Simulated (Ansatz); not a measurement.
# In2CuO4: the cost of one run

Method: DFT PBE+U (U_eff = 8 eV on Cu d), plane waves, PAW, in Ansatz 0.2.0.

### 1 The starting structure

It takes space group I4/mmm (No. 139, tetragonal). Conventional cell: a = 3.957 Å, b = 3.957 Å, c = 12.080 Å, α = 90.00°, β = 90.00°, γ = 90.00°. In (site symmetry 4mm) is surrounded by 8 O at 2.34 to 2.66 Å. Around Cu (site symmetry 4/mmm) lie 4 O at 1.98 Å. O (site symmetry mmm) has 2 Cu at 1.98 Å and 4 In at 2.66 Å as nearest neighbours. O (site symmetry -4m2) has 4 In at 2.34 Å as nearest neighbours.

Structure file:

```cif
data_structure
_symmetry_space_group_name_H-M 'I4/mmm'
_symmetry_Int_Tables_number 139
_cell_length_a 3.9570
_cell_length_b 3.9570
_cell_length_c 12.0800
_cell_angle_alpha 90.000
_cell_angle_beta 90.000
_cell_angle_gamma 90.000
_cell_volume 189.15
loop_
_atom_site_label
_atom_site_type_symbol
_atom_site_symmetry_multiplicity
_atom_site_Wyckoff_symbol
_atom_site_fract_x
_atom_site_fract_y
_atom_site_fract_z
_atom_site_occupancy
In1 In 4 e 0.00000 0.00000 0.35290 1
Cu1 Cu 2 a 0.00000 0.00000 0.00000 1
O1 O 4 c 0.00000 0.50000 0.00000 1
O2 O 4 d 0.00000 0.50000 0.25000 1
```

Magnetic order typed: ferromagnetic.

An earlier series on this cell reached its lowest free state from «random orbitals: single harmonics, first filling», perhaps among other starts.

### 2 Random orbitals: single harmonics, second filling

Input file input.yaml:

```yaml
crystal:
  lattice:
    - [-1.97849994, 1.97849994, 6.03999983]
    - [1.97849994, -1.97849994, 6.03999983]
    - [1.97849994, 1.97849994, -6.03999983]
  atoms:
    - { symbol: In, position: [0.3529, 0.3529, 0.0] }
    - { symbol: In, position: [0.6471, 0.6471, 0.0] }
    - { symbol: Cu, position: [0.0, 0.0, 0.0], spin: 1.0 }
    - { symbol: O, position: [0.5, 0.0, 0.5] }
    - { symbol: O, position: [0.0, 0.5, 0.5] }
    - { symbol: O, position: [0.75, 0.25, 0.5] }
    - { symbol: O, position: [0.25, 0.75, 0.5] }
basis:
  ecutwfc: 420
  ecutrho_ratio: 4
kpoints:
  mp_grid: { grid: [7, 7, 7] }
hamiltonian:
  xc: pbe
  hubbard:
    sites:
      - { site: 2, l: d, u_eff: 8.0, starting_ns: [{ spin: up, occupation_matrix: s2up }, { spin: down, occupation_matrix: s2down }] }
    occupation_matrices:
      s2up:
        matrix:
          - [0.97, 0.0, 0.0, 0.0, 0.0]
          - [0.0, 0.97, 0.0, 0.0, 0.0]
          - [0.0, 0.0, 0.97, 0.0, 0.0]
          - [0.0, 0.0, 0.0, 0.97, 0.0]
          - [0.0, 0.0, 0.0, 0.0, 0.97]
      s2down:
        matrix:
          - [0.97, 0.0, 0.0, 0.0, 0.0]
          - [0.0, 0.02, 0.0, 0.0, 0.0]
          - [0.0, 0.0, 0.97, 0.0, 0.0]
          - [0.0, 0.0, 0.0, 0.97, 0.0]
          - [0.0, 0.0, 0.0, 0.0, 0.97]
    ns_hold: until_converged
scf:
  occupations: { method: gaussian, width: 0.05 }
  lower_state_search: "off"
  max_iter: 150
output:
  forces: true
  stress: true
  eigenvalues: true
  populations: true
  hubbard: { sites: [{ site: 2, l: d }] }
magnetization:
  spin_polarized: true
```

The typed matrices put 0.97 on the chosen orbitals and 0.02 on the others, and are held until the SCF converges, then released.

Started as:

```sh
> ansatz run input.yaml --threads 4 --pin off --max-ram 6144MiB --backend cpu --events-out ev --progress --plain --runs-dir out
```

**Question.** How long does this run take on 4 threads of AMD EPYC 7R43 (Zen 3), shared host, and how much memory does it need?

About 2.2 min, with a peak of 1.5 GiB.
